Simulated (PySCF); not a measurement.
Runs of PySCF 2.14.0 on SiGeH6. The cell holds a molecule in a box, 8 atoms: a = 13.000 Å, b = 13.000 Å, c = 14.000 Å, α = 90.00°, β = 90.00°, γ = 90.00°. 

```csv
task,level,three-body dispersion term,conv_tol,exxdiv,grid for exchange and correlation,frozen core bands,gap on the mesh (eV)
atomic charges,TPSSh+D3(OP),no,1e-07 Ha,ewald,"Becke, atom-centred",-,(b)
excitation energies (Tamm-Dancoff),PBE0,-,1e-08 Ha,ewald,"Becke, atom-centred",14,8.91
MP2 correlation energy,HF,-,1e-08 Ha,ewald,-,14,14.45
atomic charges,BLYP+D3(BJ),no,1e-07 Ha,-,"Becke, atom-centred",-,6.87
atomic charges,r2SCAN0,-,1e-07 Ha,ewald,"Becke, atom-centred",-,(a)
atomic charges,CAM-B3LYP+D3(BJ),no,1e-07 Ha,ewald,"Becke, atom-centred",-,11.11
CCSD(T) correlation energy,HF,-,1e-08 Ha,ewald,-,14,14.45
```

Alike in all rows: potentials or basis 6-31g* (all-electron); no spin polarisation; cell as given; k mesh 1 × 1 × 1; smearing fixed.

Question: Estimate the missing entries.

Answer: (a) 9.37; (b) 8.10.

Caveats: this is a molecule in a periodic box at the Γ point, so its band gap is the HOMO-LUMO gap; relativity is left out, which matters for the heavier elements; the basis of atomic orbitals isn't converged, which shifts pressures, moduli and gaps; the basis is small and the box finite, so much correlation energy is missing and levels can be off by tenths of an eV (some runs); the iterative solver can pass over a root and still report convergence (some runs).

A k mesh can miss the band edges, and the runs leave out spin-orbit coupling on Ge.

Runs at the PBE level aren't shown here.
